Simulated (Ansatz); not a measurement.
Geometry optimisation, Ansatz, DFT PBE-D3(BJ), scalar-relativistic, plane waves, PAW.

Input:

```yaml
crystal:
  lattice:
    - [-2.49205, 4.316357, 5.45]
    - [4.9841, 0.0, 5.45]
    - [4.9841, 8.632714, 0.0]
  atoms:
    - { symbol: Si, position: [0.09058336, 0.57608331, 0.95470837] }
    - { symbol: Si, position: [0.40941667, 0.92391666, 0.03804168] }
    - { symbol: Si, position: [1.0e-08, -1.0e-08, 0.25725001] }
    - { symbol: O, position: [0.31558328, 0.49328322, 0.96205842] }
    - { symbol: O, position: [0.18441676, 0.00671674, 0.11649163] }
    - { symbol: O, position: [0.9464666, 0.52906657, 0.11561673] }
    - { symbol: O, position: [0.54875009, 0.30905007, 0.13677497] }
    - { symbol: O, position: [0.95124994, 0.1909499, 0.31567507] }
    - { symbol: O, position: [0.55353343, 0.97093341, 0.10338331] }
    - { symbol: Si, position: [0.09058335, 0.57608332, 0.45470835] }
    - { symbol: Si, position: [0.40941669, 0.92391665, 0.53804169] }
    - { symbol: Si, position: [2.0e-08, -2.0e-08, 0.75725003] }
    - { symbol: O, position: [0.31558327, 0.49328323, 0.4620584] }
    - { symbol: O, position: [0.18441677, 0.00671673, 0.61649165] }
    - { symbol: O, position: [0.94646661, 0.52906656, 0.61561675] }
    - { symbol: O, position: [0.54875011, 0.30905006, 0.63677499] }
    - { symbol: O, position: [0.95124995, 0.19094988, 0.81567509] }
    - { symbol: O, position: [0.55353344, 0.97093339, 0.60338332] }
    - { symbol: Si, position: [0.59058335, 0.07608332, 0.20470835] }
    - { symbol: Si, position: [0.90941669, 0.42391665, 0.28804169] }
    - { symbol: Si, position: [0.50000002, 0.49999998, 0.50725003] }
    - { symbol: O, position: [0.81558327, 0.99328323, 0.2120584] }
    - { symbol: O, position: [0.68441677, 0.50671673, 0.36649165] }
    - { symbol: O, position: [0.4464666, 0.02906657, 0.36561673] }
    - { symbol: O, position: [0.04875009, 0.80905007, 0.38677497] }
    - { symbol: O, position: [0.45124994, 0.6909499, 0.56567507] }
    - { symbol: O, position: [0.05353343, 0.47093341, 0.35338331] }
    - { symbol: Si, position: [0.59058336, 0.07608331, 0.70470837] }
    - { symbol: Si, position: [0.9094167, 0.42391664, 0.78804171] }
    - { symbol: Si, position: [0.50000001, 0.49999999, 0.00725001] }
    - { symbol: O, position: [0.81558328, 0.99328322, 0.71205842] }
    - { symbol: O, position: [0.68441678, 0.50671672, 0.86649167] }
    - { symbol: O, position: [0.44646661, 0.02906656, 0.86561675] }
    - { symbol: O, position: [0.04875011, 0.80905006, 0.88677499] }
    - { symbol: O, position: [0.45124992, 0.69094991, 0.06567505] }
    - { symbol: O, position: [0.05353344, 0.47093339, 0.85338332] }
    - { symbol: Cu, position: [0.44080546, 0.72610483, 0.78224465], spin: 1.0 }
magnetization:
  spin_polarized: true
basis:
  ecutwfc: 420.0
kpoints:
  mp_grid: { grid: [2, 2, 1] }
hamiltonian:
  xc: pbe
  dispersion: d3bj
  pseudopotentials: { kind: paw, azcp: { folder: soft_1 } }
scf:
  occupations: { method: gaussian, width: 0.05 }
  lower_state_search: "off"
relax:
  f_tol: 0.03
  max_steps: 60
  adjacent_minimum: "off"
```

Run as:

```bash
$ ansatz run input.yaml --threads 4 --pin off --max-ram 10240MiB --backend cpu --events-out ev --progress --plain --runs-dir out
```

Question: Where does it end, and by what steps?

Answer: The run converged. Limits of this set-up: coarse k mesh, a small cell, in which the defect meets its images, a typed lattice constant that wasn't relaxed here. After 7 steps the energy has fallen by 1.940 eV; Cu37 moved furthest, 0.53 Å.

| step | energy less start (eV) | largest force component (eV/Å) | accepted |
| --- | --- | --- | --- |
| 0 | 0.0000 | 1.453 | yes |
| 1 | -0.4123 | 1.172 | yes |
| 2 | -1.3584 | 0.908 | yes |
| 3 | -1.7733 | 0.383 | yes |
| 4 | -1.9198 | 0.211 | yes |
| 5 | -1.9367 | 0.098 | yes |
| 6 | -1.9391 | 0.058 | yes |
| 7 | -1.9399 | 0.019 | yes |

```xyz
37
Lattice="-2.4920 4.3164 5.4500 4.9841 0.0000 5.4500 4.9841 8.6327 0.0000" Properties=species:S:1:pos:R:3
Si 7.249 8.705 3.611
Si 3.895 1.999 7.328
Si 1.336 2.284 -0.068
O 6.443 9.978 4.245
O 0.311 1.771 1.088
O 0.725 4.966 7.876
O 0.926 3.804 4.887
O 0.290 6.892 6.058
O 4.033 3.060 8.557
Si 4.841 4.329 3.582
Si 6.393 6.230 7.291
Si 3.776 6.557 -0.107
O 3.874 5.435 4.275
O 2.790 5.952 1.041
O 3.260 9.384 7.894
O 3.369 7.985 4.874
O 2.697 11.252 6.049
O 6.573 7.260 8.565
Si -0.046 4.286 3.674
Si 1.273 6.348 7.231
Si 3.770 6.523 5.471
O 3.949 5.459 9.673
O 2.730 6.018 6.598
O 0.892 4.820 2.453
O 5.818 3.675 4.704
O 5.224 6.712 6.216
O 3.902 3.186 2.921
Si 2.455 8.559 3.636
Si 3.673 10.831 7.268
Si 1.389 2.378 5.533
O 6.449 9.720 9.655
O 5.184 10.672 6.648
O 3.461 9.189 2.514
O 8.205 7.926 4.672
O 2.821 2.617 6.264
O 6.171 7.649 2.985
Cu 5.906 8.691 6.497
```

Whether the end is a true minimum wasn't checked by a vibrational analysis.

Time of the run: 77 s on 4 threads of Arm Neoverse V1, on a shared host, peak memory 1.6 GiB.
